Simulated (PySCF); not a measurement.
# C3H9BNO2: the cost of one run

Programs: PySCF 2.14.0, with routines of our own; each step states its level. All values are computed. Atoms count from 0.

### 1 The starting structure

16 atoms, charge -1, multiplicity 1; geometry from: GFN2-xTB.

### 2 Circular dichroism and optical rotation: TDDFT wB97X-D/def2-SVPD

Job settings and geometry (Å):

```
{"job": {"kind": "ecd", "xc": "wB97X-D", "basis": "def2-SVPD", "nstates": 12}, "charge": -1, "multiplicity": 1}
C     -2.152600     0.304652    -0.294123
C     -0.776023     0.295723     0.386727
C     -0.263982    -1.148450     0.667809
O      0.933111    -1.295438     0.001090
B      1.434820     0.090362    -0.297719
N      2.293122     0.616892     0.892521
O      0.173165     0.896146    -0.416993
H     -2.903475    -0.148918     0.354033
H     -2.446017     1.329224    -0.518353
H     -2.096463    -0.251669    -1.227127
H     -0.866944     0.840300     1.351968
H     -0.985079    -1.906484     0.307073
H     -0.140404    -1.296465     1.759320
H      2.042004     0.097831    -1.359616
H      2.626149     1.550352     0.669337
H      3.121018     0.034885     0.980123
```

Method: TDDFT wB97X-D/def2-SVPD circular dichroism and optical rotation, one conformer, gas phase.

Started as:

```bash
$ OMP_NUM_THREADS=1 python excited_run.py task.json out
```

One launch serves the whole session: the jobs run in the order shown.

**Question.** How long does this job take on 1 thread of Arm Neoverse V1, shared host, and how much memory does it need?

About 79 s, with a peak of 0.97 GiB.
